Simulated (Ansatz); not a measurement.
Crystal: Ge2Sb2Te5.

```
CELL_PARAMETERS angstrom
4.29406 0.00000 0.00000
-2.14703 3.71877 0.00000
0.00000 0.00000 17.10135
ATOMIC_POSITIONS crystal
Te 0.66667 0.33333 0.41989
Te 0.33333 0.66667 0.58011
Te 0.33333 0.66667 0.20154
Te 0.66667 0.33333 0.79846
Te 0.00000 0.00000 0.00000
Sb 0.00000 0.00000 0.32007
Sb 0.00000 0.00000 0.67993
Ge 0.66667 0.33333 0.10290
Ge 0.33333 0.66667 0.89711
```

The cell comes from a database or a generator and needn't be the stable form of this composition.

Base run:

```yaml
Program: Ansatz 0.2.0
Functional: PBE0
Potentials_or_basis: Ansatz PAW
Cutoff: "420 eV (not typed: the program's choice for these potentials)"
k_mesh: 6 × 6 × 2
Occupations: fermi-dirac, width 0.05 eV
Spin: no spin polarisation
```

Its results: band gap on the k mesh 0.96 eV, direct; pressure -1.2 GPa; largest force 0.459 eV/Å.

Problem. The run is repeated on the same cell with these changes: functional from PBE0 to HSE06. What comes out?

Solution. Band gap on the k mesh 0.48 eV, direct; pressure -1.2 GPa; largest force 0.399 eV/Å.

Caveats: spin-orbit coupling is left out, which moves the levels of the heavy elements; the PAW data sets come from PBE, with cores solved anew for the run's functional, which leaves a small shift of forces and pressure; the thresholds are loose for stress.

A k mesh can miss the band edges.
